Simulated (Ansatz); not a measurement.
**CHGaN (doublet): from Hartree-Fock to the top rungs at a displaced geometry (v2), cc-pVDZ**

One table from this session's results is given with a row withheld; the runs are named, their logs left out.

The runs use Ansatz 0.2.0, Gaussian basis; cc-pVDZ, core rule «outside noble gas», up to 16 orbitals frozen.

The runs, in order: UHF; CCSD(T) on ROHF; CCSD(T) on UHF; BCCD(T) on ROHF; CISD; CCSDT(Q) on ROHF; CCSDT(Q) on UHF; CASSCF and MRCISD+Q, 9 electrons in 9 orbitals; CASSCF and NEVPT2, 9 electrons in 9 orbitals.

23 further runs of the same task are left out: 1 for a known fault of the program, 12 that didn't finish, 10 set aside as unsound or not needed.

### What is computed

The geometry is a PBE0/def2-TZVP stationary point (not a proven minimum) with its atoms shifted at random (size 0.100 Å). No spin-orbit coupling is included. The filled d shell of Ga may be among the frozen orbitals whatever the setting's name suggests; the logs give the count.

4 atoms, charge 0, spin multiplicity 2.

Atoms are counted from 1 here; the program's logs count them from 0.

Bond lengths: Ga1–C2 2.061 Å, C2–N3 1.223 Å, N3–H4 0.973 Å. Angles: Ga1–C2–N3 166.6°, C2–N3–H4 124.8°.

Set-up of the first run:

Contents of in.yaml:

```yaml
crystal:
  periodic: [false, false, false]
  atoms:
    - {symbol: Ga, position_ang: [0.064568, -0.108259, 2.310636]}
    - {symbol: C, position_ang: [-0.100322, -0.063357, 0.257098]}
    - {symbol: N, position_ang: [-0.023681, -0.262510, -0.946652]}
    - {symbol: H, position_ang: [0.059435, 0.434126, -1.621082]}
basis:
  gaussian: {orbitals: cc-pVDZ}
magnetization: {spin_polarized: true, initial_magnetization: 1}
hamiltonian: {xc: hf}
output: {orbitals: {seedname: orbitals}}
```

Started as:

```sh
$ ansatz run in.yaml --threads 1 --pin off --events-out ev --progress --plain --max-ram 2393MiB
```

Steps of the session up to this table: UHF; CCSD(T) on ROHF; CCSD(T) on UHF; BCCD(T) on ROHF; CISD; CCSDT(Q) on ROHF; CCSDT(Q) on UHF; CASSCF and MRCISD+Q, 9 electrons in 9 orbitals; CASSCF and NEVPT2, 9 electrons in 9 orbitals.

One of the session's tables, all rows but one given; the rest of the session is left out.

It belongs to the step «Misses and costs». 

```
   method  from UCCSDT(Q) (kJ/mol)
     ROHF                   +954.2
      UHF                   +945.9
     RMP2                   +110.8
     UMP2                   +119.1
    RCCSD                    +45.0
    UCCSD                    +44.7
 RCCSD(T)                     +6.4
 UCCSD(T)                     +6.7
  BCCD(T)                     +6.3
   RCCSDT                        ?
   UCCSDT                     +3.7
RCCSDT(Q)                     +0.5
UCCSDT(Q)                        0
```

Q: Estimate the row for RCCSDT from the others.

As computed: from UCCSDT(Q) (kJ/mol): +3.8. In the column «from UCCSDT(Q) (kJ/mol)» it lies between UCCSDT (+3.7) and BCCD(T) (+6.3).

Not comparable, so not listed: CISD; CASSCF and NEVPT2, 9 electrons in 9 orbitals (they don't share determinant, frozen orbitals or solution with the rows shown, or repeat one).

Limits of these values: Left out of the table: CASSCF frontier, MRCISD frontier, MRCISD+Q frontier (the active space lost an orbital or holds another state than full CI finds). Restricted and unrestricted rows rest on different reference determinants; where their highest levels disagree by more than a few hundredths of an eV, they describe different states and don't form one ladder. Warnings in the runs' records: passed over end.
